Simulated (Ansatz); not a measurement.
I need a single point in a Gaussian basis of C₂H₆FNSi, SMILES NC(F)=C[SiH3]. Use Ansatz 0.2.0 through its Python package. Use: wB97X, def2-SVP basis, multiplicity 1.

The script reads `c2h6fnsi.xyz`:
```text
11

N    -1.20520    0.90060   -1.58450
C    -0.49320    0.07770   -0.86540
F    -0.41940   -1.17730   -1.35560
C     0.20140    0.40610    0.27230
Si    1.15090   -0.74090    1.26090
H    -1.66230    1.70690   -1.04400
H    -1.91230    0.44680   -2.15110
H     0.09800    1.41620    0.66800
H     1.64590    0.01230    2.51620
H     2.32600   -1.21530    0.53510
H     0.33540   -1.89000    1.76870
```

Script `c2h6fnsi_energy.py`:
```python
import ansatz as az
import numpy as np
import pandas as pd

BASIS = "def2-SVP"

geometry = az.Crystal.molecule_from_extxyz("c2h6fnsi.xyz")

base = (
    geometry.calculation()
    .basis(gaussian=BASIS)
    .functional(az.LibraryFunctional("wB97X"))
    .forces()
)
out = base.run(threads=1, pin="off")
report = out.report

for key in ("converged", "free_energy_ev", "reference_energy_ev", "n_frozen", "n_occupied", "n_virtual"):
    print(f"{key:22s} {report[key]}")

field = report["mean_field"]
print("<S^2> =", round(abs(field["state"]["spin_squared"]), 4), " all-electron relativity setting:", field["relativity"])
print("passes:", field["passes"])
if "symmetry" in field:
    print("occupied orbitals by irrep:", field["symmetry"]["occupied"])

symbols = [site.symbol for site in geometry.cartesian_sites]
forces = np.array(report["forces_ev_ang"])
print("largest force", round(float(np.linalg.norm(forces, axis=1).max()), 4), "eV/A, rms", round(float(np.sqrt((forces ** 2).mean())), 4))

charges = report["charge_distribution"]
table = pd.DataFrame({"atom": symbols, "mulliken": charges["mulliken_charges_e"], "lowdin": charges["lowdin_charges_e"]})
print(table.round(3).to_string())
print("dipole (e A):", np.round(charges["dipole_moment_e_ang"], 4) + 0.0)
```

`python c2h6fnsi_energy.py` gives:
```text
converged              True
free_energy_ev         -14246.375817656273
reference_energy_ev    -14246.375817656273
n_frozen               0
n_occupied             [24, 24]
n_virtual              [80, 80]
<S^2> = 0.0  all-electron relativity setting: none
passes: {'evaluations': 15, 'products': 13}
occupied orbitals by irrep: [{'A': 24}, {'A': 24}]
largest force 5.0325 eV/A, rms 1.411
   atom  mulliken  lowdin
0     N    -0.097   0.185
1     C     0.227  -0.170
2     F    -0.186   0.116
3     C    -0.389  -0.295
4    Si     0.416   0.328
5     H     0.172   0.073
6     H     0.139   0.020
7     H     0.031   0.017
8     H    -0.111  -0.089
9     H    -0.098  -0.091
10    H    -0.103  -0.092
dipole (e A): [-0.6739  0.4108 -0.332 ]
```

Total energies depend on the basis set; only differences at equal settings carry meaning. The geometry is a force-field or estimated start, not a minimum of this method, and the basis set is short of its limit. The Löwdin charges here are taken after orthogonalising the functions within each atom; they differ from plain Löwdin charges, and their signs can be unphysical. Wall time of the script: 11 s on 1 thread of Arm Neoverse V2, with other jobs on the host, peak memory 0.37 GiB.
